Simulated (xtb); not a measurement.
# CH7FGeSi (SMILES [F][GeH2][CH2][SiH3]): levels of theory compared

Aim: a comparison of 3 runs (GFN-FF, GFN2-xTB, GFN1-xTB) of CH7FGeSi. 

Program for the calculation: xtb 6.7.1 later snapshot.

1 further run of the same task is left out (set aside as unsound or not needed).

## Step 1: The structure to begin with

The species is CH7FGeSi (11 atoms), meant as a singlet with charge 0. As SMILES, `[F][GeH2][CH2][SiH3]`. The shape was relaxed beforehand at GFN2-xTB. This is one conformer, not always the lowest.

Bond lengths: F1–Ge2 1.753 Å, Ge2–C3 1.964 Å, C3–Si4 1.906 Å, Ge2–H5 1.508 Å, Ge2–H6 1.512 Å, C3–H7 1.088 Å, C3–H8 1.090 Å, Si4–H9 1.460 Å, Si4–H10 1.467 Å, Si4–H11 1.467 Å. Some angles: F1–Ge2–C3 106.0°, Ge2–C3–Si4 112.6°, F1–Ge2–H5 101.5°, F1–Ge2–H6 101.3°, C3–Ge2–H5 117.4°, C3–Ge2–H6 116.9°, Ge2–C3–H7 108.9°, Ge2–C3–H8 107.9°, Si4–C3–H7 110.2°, Si4–C3–H8 109.9°.

## Step 2: Energy and gradient at GFN-FF (run 1)

input.inp reads:

```
$chrg 0
$spin 0
$end
```

mol.xyz reads:

```xyz
11
CH7FGeSi
F     -1.71403     1.64769     0.36988
Ge     0.02656     1.52043     0.53629
C      0.42299    -0.40073     0.62708
Si    -0.12186    -1.33758    -0.94104
H      0.49968     2.27033    -0.68309
H      0.26398     2.32804     1.79275
H      1.49059    -0.53292     0.79243
H     -0.08898    -0.80769     1.49901
H     -1.56883    -1.23847    -1.11276
H      0.57889    -0.76809    -2.09713
H      0.27641    -2.73821    -0.76293
```

Run with:

```sh
$ xtb mol.xyz -I input.inp --grad --gff > xtb.out
```

Output:

```text
* xtb version 6.7.1
[...]
         ::                     SUMMARY                     ::
         :::::::::::::::::::::::::::::::::::::::::::::::::::::
         :: total energy              -1.074620579351 Eh    ::
         :: gradient norm              0.042850283946 Eh/a0 ::
         ::.................................................::
         :: bond energy               -1.110369497634 Eh    ::
         :: angle energy               0.037582293531 Eh    ::
         :: torsion energy             0.000055146865 Eh    ::
         :: repulsion energy           0.041857960318 Eh    ::
         :: electrostat energy        -0.038356397530 Eh    ::
         :: dispersion energy         -0.004983050410 Eh    ::
         :: HB energy                  0.000000000000 Eh    ::
         :: XB energy                  0.000000000000 Eh    ::
         :: bonded atm energy         -0.000407034491 Eh    ::
         :: external energy            0.000000000000 Eh    ::
         :: add. restraining           0.000000000000 Eh    ::
         :: total charge              -0.000000000000 e     ::
[...]
molecular dipole:
                 x           y           z       tot (Debye)
 q only:        1.038      -0.610      -0.093       3.068
           -------------------------------------------------
          | TOTAL ENERGY               -1.074620579351 Eh   |
          | GRADIENT NORM               0.042850283946 Eh/α |
           -------------------------------------------------
########################################################################
[WARNING] Runtime exception occurred
-1- gfnff_setup: Could not read topology file.
########################################################################
[...]
```

Standard error:

```text
normal termination of xtb
```

Wall time 0.018 s (1 thread of Arm Neoverse N1, shared host).

## Step 3: Energy and forces at GFN2-xTB (run 2)

geom.xyz reads:

```xyz
11
start
F     -1.714030     1.647690     0.369880
Ge     0.026560     1.520430     0.536290
C      0.422990    -0.400730     0.627080
Si    -0.121860    -1.337580    -0.941040
H      0.499680     2.270330    -0.683090
H      0.263980     2.328040     1.792750
H      1.490590    -0.532920     0.792430
H     -0.088980    -0.807690     1.499010
H     -1.568830    -1.238470    -1.112760
H      0.578890    -0.768090    -2.097130
H      0.276410    -2.738210    -0.762930
```

Run with:

```sh
$ xtb geom.xyz --chrg 0 --gfn 2 --grad --json --parallel 1 > run.log
```

Output, cut to the lines that bear on the results:

```text
* xtb version 6.7.1
[...]
          :  # basis functions                  35          :
[...]
          :  # electrons                        26          :
[...]
          :  Hamiltonian                  GFN2-xTB          :
[...]
          :  net charge                          0          :
          :  unpaired electrons                  0          :
[...]
   *** convergence criteria satisfied after 13 iterations ***
[...]
         ::                     SUMMARY                     ::
         :::::::::::::::::::::::::::::::::::::::::::::::::::::
         :: total energy             -14.132291954891 Eh    ::
         :: gradient norm              0.000421100968 Eh/a0 ::
         :: HOMO-LUMO gap              5.929229525162 eV    ::
         ::.................................................::
         :: SCC energy               -14.226596760132 Eh    ::
         :: -> isotropic ES            0.023443960944 Eh    ::
         :: -> anisotropic ES          0.002527368826 Eh    ::
         :: -> anisotropic XC          0.002534073960 Eh    ::
         :: -> dispersion             -0.006428759018 Eh    ::
         :: repulsion energy           0.094304805241 Eh    ::
         :: add. restraining           0.000000000000 Eh    ::
         :: total charge              -0.000000000000 e     ::
         :::::::::::::::::::::::::::::::::::::::::::::::::::::
[...]
        13        2.0000           -0.4125268             -11.2254 (HOMO)
        14                         -0.1946316              -5.2962 (LUMO)
[...]
molecular dipole:
                 x           y           z       tot (Debye)
 q only:        0.842      -0.665      -0.216
   full:        1.013      -0.504       0.069       2.880
molecular quadrupole (traceless):
[...]
          | TOTAL ENERGY              -14.132291954891 Eh   |
          | GRADIENT NORM               0.000421100968 Eh/α |
          | HOMO-LUMO GAP               5.929229525162 eV   |
           -------------------------------------------------
[...]
```

Standard error:

```text
normal termination of xtb
```

Wall time 0.034 s (1 thread of Arm Neoverse N1, shared host).

## Step 4: Energy and forces at GFN1-xTB (run 3)

start.xyz reads:

```xyz
11
start
F     -1.71403000     1.64769000     0.36988000
Ge     0.02656000     1.52043000     0.53629000
C      0.42299000    -0.40073000     0.62708000
Si    -0.12186000    -1.33758000    -0.94104000
H      0.49968000     2.27033000    -0.68309000
H      0.26398000     2.32804000     1.79275000
H      1.49059000    -0.53292000     0.79243000
H     -0.08898000    -0.80769000     1.49901000
H     -1.56883000    -1.23847000    -1.11276000
H      0.57889000    -0.76809000    -2.09713000
H      0.27641000    -2.73821000    -0.76293000
```

Run with:

```sh
$ xtb start.xyz --gfn 1 --json --grad > xtb.out 2> xtb.err
```

Output:

```text
* xtb version 6.7.1
[...]
          :  # basis functions                  42          :
[...]
          :  # electrons                        26          :
[...]
          :  Hamiltonian                  GFN1-xTB          :
[...]
          :  net charge                          0          :
          :  unpaired electrons                  0          :
[...]
   *** convergence criteria satisfied after 11 iterations ***
[...]
         ::                     SUMMARY                     ::
         :::::::::::::::::::::::::::::::::::::::::::::::::::::
         :: total energy             -14.568044586527 Eh    ::
         :: gradient norm              0.024472591946 Eh/a0 ::
         :: HOMO-LUMO gap              5.820633179994 eV    ::
         ::.................................................::
         :: SCC energy               -14.659394095862 Eh    ::
         :: -> electrostatic           0.043627498418 Eh    ::
         :: repulsion energy           0.094866098626 Eh    ::
         :: dispersion energy         -0.003516589291 Eh    ::
         :: halogen bond corr.         0.000000000000 Eh    ::
         :: add. restraining           0.000000000000 Eh    ::
         :: total charge              -0.000000000000 e     ::
         :::::::::::::::::::::::::::::::::::::::::::::::::::::
[...]
        13        2.0000           -0.4453244             -12.1179 (HOMO)
        14                         -0.2314200              -6.2973 (LUMO)
[...]
     #   Z sym  total        # sym  WBO       # sym  WBO       # sym  WBO
 ---------------------------------------------------------------------------
     1   9      1.139 --     2      1.036
     2  32      3.999 --     1      1.036     3      0.925     5      0.894
                             6      0.889     4      0.128
     3   6      3.953 --     4      1.057     2      0.925     7      0.907
                             8      0.897
     4  14      4.060 --     3      1.057    11      0.928     9      0.913
                            10      0.910     2      0.128
     5   1      1.000 --     2      0.894
     6   1      1.001 --     2      0.889
     7   1      0.996 --     3      0.907
     8   1      0.993 --     3      0.897
     9   1      0.992 --     4      0.913
    10   1      0.991 --     4      0.910
[...]
          | TOTAL ENERGY              -14.568044586527 Eh   |
          | GRADIENT NORM               0.024472591946 Eh/α |
          | HOMO-LUMO GAP               5.820633179994 eV   |
           -------------------------------------------------
[...]
```

Standard error:

```text
normal termination of xtb
```

Run time: 0.038 s. Hardware: 1 thread of Arm Neoverse N1, shared host.

## Step 5: The series

| run | level | energy (Eh) | dipole moment (D) | dispersion energy (kJ/mol) | largest force (eV/Å) | wall time |
| --- | --- | --- | --- | --- | --- | --- |
| 1 | GFN-FF | -1.074621 | 3.07 | -13.08 | 1.648 | 0.018 s |
| 2 | GFN2-xTB | -14.132292 | 2.88 | -16.88 | 0.012 | 0.034 s |
| 3 | GFN1-xTB | -14.568045 | 3.22 | -9.23 | 0.675 | 0.038 s |

## Step 6: What came out

```
                       quantity         value
            run 3: total energy  -14.56804 Eh
           run 3: dipole moment        3.22 D
             run 3: HOMO energy     -12.12 eV
             run 3: LUMO energy      -6.30 eV
           run 3: HOMO–LUMO gap       5.82 eV
       run 3: dispersion energy  -9.23 kJ/mol
run 3: largest force on an atom    0.675 eV/Å
```

The dipole moment (its size) runs from 2.88 D (GFN2-xTB) to 3.22 D (GFN1-xTB). Force-field and semi-empirical energies have zeros of their own, so their totals don't compare. All runs together took 0.09 s, the longest 0.038 s.
